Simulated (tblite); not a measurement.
# C2H11FGe3O: the cost of one run

Programs: tblite 0.8.0 and PySCF 2.14.0, with density-fitted response routines of our own. Each step states its level of theory. These are calculated values for one molecule in the gas phase, unless marked as measured. Atoms are numbered from 0 throughout.

### Step 1. The starting structure

18 atoms, charge 0, multiplicity 1; geometry from: force field or distance geometry start.

Bonds of the start (Å): C0–O1 1.41, O1–Ge2 1.79, Ge2–F3 1.77, Ge2–Ge4 2.40, Ge2–C5 1.94, C5–Ge6 1.95, C0–H7 1.11, C0–H8 1.11, C0–H9 1.12, Ge4–H10 1.56, Ge4–H11 1.55, Ge4–H12 1.55, C5–H13 1.11, C5–H14 1.10, Ge6–H15 1.55, Ge6–H16 1.55, Ge6–H17 1.56.

### Step 2. Geometry optimisation with GFN2-xTB

What the job is given:

```
{"job": {"kind": "relax", "xc": "GFN2-xTB", "basis": "xTB"}, "charge": 0, "multiplicity": 1}
C     -1.183000    -2.245600     0.365200
O     -1.196600    -0.908600     0.806500
Ge    -0.797500     0.148700    -0.582700
F     -1.880000    -0.196700    -1.939500
Ge    -1.121400     2.431800     0.072200
C      1.035400    -0.100000    -1.151500
Ge     2.223400     0.067800     0.382800
H     -1.961900    -2.400500    -0.409300
H     -0.182700    -2.544800    -0.005700
H     -1.441400    -2.905000     1.226600
H     -0.718900     3.359400    -1.110800
H     -2.613600     2.662500     0.426300
H     -0.240900     2.744600     1.309300
H      1.307900     0.670100    -1.905000
H      1.154700    -1.098000    -1.595600
H      2.093800     1.487800     1.001500
H      3.686700    -0.173000    -0.061400
H      1.827200    -0.994300     1.453000
```

Run with:

```bash
> OMP_NUM_THREADS=1 python probes_run.py task.json out
```

One launch serves the whole session: the jobs run in the order shown.

**Question.** How long does this first job take on 1 thread of Intel Xeon at 2.50GHz, shared host?

About 3.2 s.
